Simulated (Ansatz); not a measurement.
## AlSn in Ansatz: the effect of functional

AlSn:

```xyz
2
Lattice="4.1124 0.0000 0.0000 -2.0562 3.5614 0.0000 0.0000 0.0000 3.2393" Properties=species:S:1:pos:R:3 pbc="T T T"
Sn    0.0000    2.3743    1.6197
Al    0.0000    0.0000    0.0000
```

The cell comes from a database or a generator and needn't be the stable form of this composition.

The cell isn't the ideal one: volume scaled by 0.94.

Alike in all runs:

| Item | Value |
| --- | --- |
| Program | Ansatz 0.2.0 |
| Task | single point |
| Potentials or basis | Ansatz PAW |
| k mesh | 7 × 7 × 8 |
| Occupations | fermi-dirac, width 0.05 eV |
| Spin | no spin polarisation |

```csv
functional,cutoff,pressure (GPa)
LDA,420 eV (not typed: the program's choice for these potentials),0.2
PBEsol,420 eV (not typed: the program's choice for these potentials),?
r2SCAN,500 eV (not typed: the program's choice for these potentials),2.5
```

Task: What does the run with functional PBEsol give?

Result: Pressure 1.6 GPa.

Caveats: the PAW data sets come from PBE, with cores solved anew for the run's functional, which leaves a small shift of forces and pressure.
